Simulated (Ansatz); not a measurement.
**H₆SSiSn: up Jacob's ladder to CCSD(T)**

An exercise on one series of results from a longer session: the logs are not shown, and one member is left open.

Method: functionals in def2-TZVPP, the program's frozen cores in correlated methods; program: Ansatz 0.2.0, Gaussian basis.

Levels to be run: LDA (SPW92), PBE-D4, revPBE-D4, BLYP-D4, r2SCAN-D4, B97M-V, PBE0-D4, B3LYP-D4, r2SCANh-D4, r2SCAN0-D4, HSE06-D4, BHLYP-D4, CAM-B3LYP-D4, LC-ωPBE, ωB97X-V, ωB97M-V, B2PLYP, PBE-QIDH; CCSD(T)/def2-SVP; CCSD(T)/def2-TZVPP; MP2/def2-QZVPP; extrapolation to the limit; RPA on PBE.

**The relaxed structure**

The geometry comes from an earlier relaxation with PBE0-D4 in a triple-zeta def2 set; it is a stationary point, not always the lowest conformer. Sn takes the def2 core potential; no spin-orbit term is included.

SMILES `S[SiH2][SnH3]`, 9 atoms, charge 0, spin multiplicity 1.

Atoms are counted from 1 here; the program's logs count them from 0.

Bond lengths: S1–Si2 2.145 Å, S1–H4 1.344 Å, Si2–Sn3 2.564 Å, Si2–H5 1.488 Å, Si2–H6 1.485 Å, Sn3–H7 1.709 Å, Sn3–H8 1.709 Å, Sn3–H9 1.706 Å. Angles: Si2–S1–H4 95.0°, S1–Si2–Sn3 111.0°, S1–Si2–H5 111.4°, S1–Si2–H6 104.1°, Sn3–Si2–H5 110.6°, Sn3–Si2–H6 111.1°, H5–Si2–H6 108.4°, Si2–Sn3–H7 109.1°, Si2–Sn3–H8 111.9°, Si2–Sn3–H9 110.4°, H7–Sn3–H8 108.3°, H7–Sn3–H9 108.4°, H8–Sn3–H9 108.7°.

The first run:

File in.yaml:

```yaml
crystal:
  periodic: [false, false, false]
  atoms:
    - {symbol: S, position_ang: [-2.301981, 0.703844, -0.721499]}
    - {symbol: Si, position_ang: [-0.273865, 1.130048, -0.169413]}
    - {symbol: Sn, position_ang: [0.941848, -0.998608, 0.581008]}
    - {symbol: H, position_ang: [-1.983867, -0.254374, -1.608433]}
    - {symbol: H, position_ang: [0.463992, 1.791097, -1.280221]}
    - {symbol: H, position_ang: [-0.399459, 2.096559, 0.951454]}
    - {symbol: H, position_ang: [0.779429, -2.191489, -0.632489]}
    - {symbol: H, position_ang: [2.607780, -0.722591, 0.840958]}
    - {symbol: H, position_ang: [0.254724, -1.600787, 2.021436]}
basis:
  gaussian: {orbitals: def2-TZVPP}
hamiltonian: {xc: lda}
output: {orbitals: {seedname: orbitals}}
```

Started as:

```console
$ ansatz run in.yaml --threads 2 --pin off --events-out ev --progress --plain --max-ram 4352MiB
```

Among the steps run: LDA; PBE-D4 (GGA); revPBE-D4 (GGA); BLYP-D4 (GGA); r2SCAN-D4 (meta-GGA); B97M-V (meta-GGA); PBE0-D4 (hybrid); B3LYP-D4 (hybrid); r2SCANh-D4 (hybrid); r2SCAN0-D4 (hybrid); HSE06-D4 (hybrid); BHLYP-D4 (hybrid); CAM-B3LYP-D4 (range-separated); LC-ωPBE (range-separated); ωB97X-V (range-separated); ωB97M-V (range-separated); B2PLYP (double hybrid); PBE-QIDH (double hybrid).

One table of the session follows, with a row left open; its other results are not shown here.

It belongs to the step «Frontier levels by functional». 

| functional | HOMO (eV) | gap (eV) |
| --- | --- | --- |
| LDA (SPW92) | -6.21 | 4.73 |
| PBE-D4 | -6.12 | 4.83 |
| revPBE-D4 | -6.08 | 4.87 |
| BLYP-D4 | -5.96 | 4.80 |
| r2SCAN-D4 | -6.37 | 5.36 |
| B97M-V | -6.49 | 5.35 |
| PBE0-D4 | -7.23 | 6.75 |
| B3LYP-D4 | ? | ? |
| r2SCANh-D4 | -6.78 | 6.04 |
| r2SCAN0-D4 | -7.40 | 7.07 |
| HSE06-D4 | -6.84 | 5.99 |
| BHLYP-D4 | -8.22 | 8.59 |
| CAM-B3LYP-D4 | -8.48 | 8.98 |
| LC-ωPBE | -9.79 | 11.37 |
| ωB97X-V | -9.46 | 10.93 |
| ωB97M-V | -9.28 | 10.44 |

**Question.** Estimate the row for B3LYP-D4.

Worked estimate for «HOMO (eV)». Against the share of exact exchange, BLYP-D4 (0, -5.96), BHLYP-D4 (0.5, -8.22) give a slope of -4.52 per unit share; at 0.2 the line stands at -6.86.

**Answer.** HOMO (eV): -7.02; gap (eV): 6.34. In «HOMO (eV)» the line misses by +0.16.
